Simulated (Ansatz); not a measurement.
# C3H12GaN3: a ladder of functionals and wavefunction methods

One table from this session's results is given with a row withheld; the runs are named, their logs left out.

The runs use Ansatz 0.2.0, Gaussian basis; functionals in def2-TZVPP, the program's frozen cores in correlated methods.

Levels to be run: LDA (SPW92), PBE-D4, revPBE-D4, BLYP-D4, r2SCAN-D4, B97M-V, PBE0-D4, B3LYP-D4, r2SCANh-D4, r2SCAN0-D4, HSE06-D4, BHLYP-D4, CAM-B3LYP-D4, LC-ωPBE, ωB97X-V, ωB97M-V, B2PLYP, PBE-QIDH; CCSD(T)/def2-SVP; CCSD(T)/def2-TZVPP; MP2/def2-QZVPP; extrapolation to the limit; RPA on PBE.

## The geometry

An earlier PBE0-D4 in a triple-zeta def2 set relaxation fixed the geometry.

SMILES `C[NH][Ga]([NH]C)[NH]C`, 19 atoms, charge 0, spin multiplicity 1.

Atoms are counted from 1 here; the program's logs count them from 0.

Bond lengths: C1–N2 1.442 Å, C1–H8 1.093 Å, C1–H9 1.097 Å, C1–H10 1.099 Å, N2–Ga3 1.820 Å, N2–H11 1.006 Å, Ga3–N4 1.820 Å, Ga3–N6 1.820 Å, N4–C5 1.442 Å, N4–H12 1.006 Å, C5–H13 1.093 Å, C5–H14 1.097 Å, C5–H15 1.099 Å, N6–C7 1.442 Å, N6–H16 1.006 Å, C7–H17 1.093 Å, C7–H18 1.099 Å, C7–H19 1.097 Å. Angles: N2–C1–H8 110.0°, N2–C1–H9 111.9°, N2–C1–H10 113.6°, H8–C1–H9 106.4°, H8–C1–H10 107.1°, H9–C1–H10 107.5°, C1–N2–Ga3 125.9°, C1–N2–H11 113.4°, Ga3–N2–H11 119.5°, N2–Ga3–N4 119.9°, N2–Ga3–N6 119.9°, N4–Ga3–N6 119.9°, Ga3–N4–C5 125.9°, Ga3–N4–H12 119.5°, C5–N4–H12 113.4°, N4–C5–H13 110.0°, N4–C5–H14 111.9°, N4–C5–H15 113.6° and more.

Geometry (Å):

```xyz
19
charge 0, multiplicity 1
C    -1.8839    1.9933   -0.9650
N    -0.9699    0.9120   -1.2407
Ga   -0.0644   -0.0626    0.0014
N     1.1806   -1.2792   -0.5303
C     1.5584   -1.5621   -1.8933
N    -0.2931    0.2872    1.7728
C     0.4483   -0.3118    2.8555
H    -1.7167    2.3750    0.0457
H    -1.7329    2.8401   -1.6458
H    -2.9420    1.7027   -1.0298
H    -1.0117    0.5857   -2.1914
H     1.5203   -1.9596    0.1282
H     1.2558   -0.7370   -2.5436
H     2.6452   -1.6623   -2.0041
H     1.1001   -2.4762   -2.2964
H    -1.1113    0.7871    2.0769
H     1.3779   -0.7448    2.4769
H    -0.0967   -1.1156    3.3704
H     0.7360    0.4281    3.6127
```

The first run:

in.yaml reads:

```yaml
crystal:
  periodic: [false, false, false]
  atoms:
    - {symbol: C, position_ang: [-1.883891, 1.993297, -0.965020]}
    - {symbol: N, position_ang: [-0.969913, 0.911953, -1.240743]}
    - {symbol: Ga, position_ang: [-0.064413, -0.062629, 0.001368]}
    - {symbol: N, position_ang: [1.180573, -1.279162, -0.530264]}
    - {symbol: C, position_ang: [1.558413, -1.562063, -1.893305]}
    - {symbol: N, position_ang: [-0.293054, 0.287232, 1.772788]}
    - {symbol: C, position_ang: [0.448259, -0.311753, 2.855543]}
    - {symbol: H, position_ang: [-1.716669, 2.375010, 0.045652]}
    - {symbol: H, position_ang: [-1.732856, 2.840106, -1.645839]}
    - {symbol: H, position_ang: [-2.941960, 1.702685, -1.029816]}
    - {symbol: H, position_ang: [-1.011749, 0.585670, -2.191404]}
    - {symbol: H, position_ang: [1.520292, -1.959563, 0.128229]}
    - {symbol: H, position_ang: [1.255798, -0.737022, -2.543581]}
    - {symbol: H, position_ang: [2.645196, -1.662338, -2.004051]}
    - {symbol: H, position_ang: [1.100089, -2.476168, -2.296429]}
    - {symbol: H, position_ang: [-1.111349, 0.787101, 2.076922]}
    - {symbol: H, position_ang: [1.377888, -0.744843, 2.476921]}
    - {symbol: H, position_ang: [-0.096667, -1.115616, 3.370353]}
    - {symbol: H, position_ang: [0.736011, 0.428101, 3.612664]}
basis:
  gaussian: {orbitals: def2-TZVPP}
hamiltonian: {xc: lda}
output: {orbitals: {seedname: orbitals}}
```

Launch:

```sh
ansatz run in.yaml --threads 2 --pin off --events-out ev --progress --plain --max-ram 32768MiB --backend cuda --devices 0, --max-vram 18GiB
```

Among the steps run: LDA; PBE-D4 (GGA); revPBE-D4 (GGA); BLYP-D4 (GGA); r2SCAN-D4 (meta-GGA); B97M-V (meta-GGA); B3LYP-D4 (hybrid); r2SCANh-D4 (hybrid); r2SCAN0-D4 (hybrid); HSE06-D4 (hybrid); BHLYP-D4 (hybrid); CAM-B3LYP-D4 (range-separated); LC-ωPBE (range-separated); ωB97X-V (range-separated); ωB97M-V (range-separated); B2PLYP (double hybrid); PBE-QIDH (double hybrid).

One of the session's tables, all rows but one given; the rest of the session is left out.

```
  functional  HOMO (eV)  LUMO (eV)  gap (eV)
 LDA (SPW92)      -4.83      -0.70      4.14
      PBE-D4      -4.69      -0.47      4.22
   revPBE-D4      -4.63      -0.34      4.29
     BLYP-D4      -4.58      -0.43      4.14
   r2SCAN-D4      -4.95      -0.07      4.88
      B97M-V      -5.06      -0.41      4.65
     PBE0-D4      -6.04       0.41      6.45
    B3LYP-D4      -5.82       0.10      5.91
  r2SCANh-D4      -5.46       0.23      5.69
  r2SCAN0-D4          ?          ?         ?
    HSE06-D4      -5.64       0.04      5.68
    BHLYP-D4      -7.32       1.14      8.47
CAM-B3LYP-D4      -7.44       1.28      8.72
     LC-ωPBE      -8.81       2.61     11.42
     ωB97X-V      -8.46       2.34     10.80
     ωB97M-V      -8.38       1.99     10.37
```

Estimate the missing values for r2SCAN0-D4.

Worked estimate for «HOMO (eV)». Against the share of exact exchange, r2SCAN-D4 (0, -4.95), r2SCANh-D4 (0.1, -5.46) give a slope of -5.10 per unit share; at 0.25 the line stands at -6.22.

**Answer.** HOMO (eV): -6.23; LUMO (eV): 0.66; gap (eV): 6.88. In «HOMO (eV)» the line misses by +0.01.
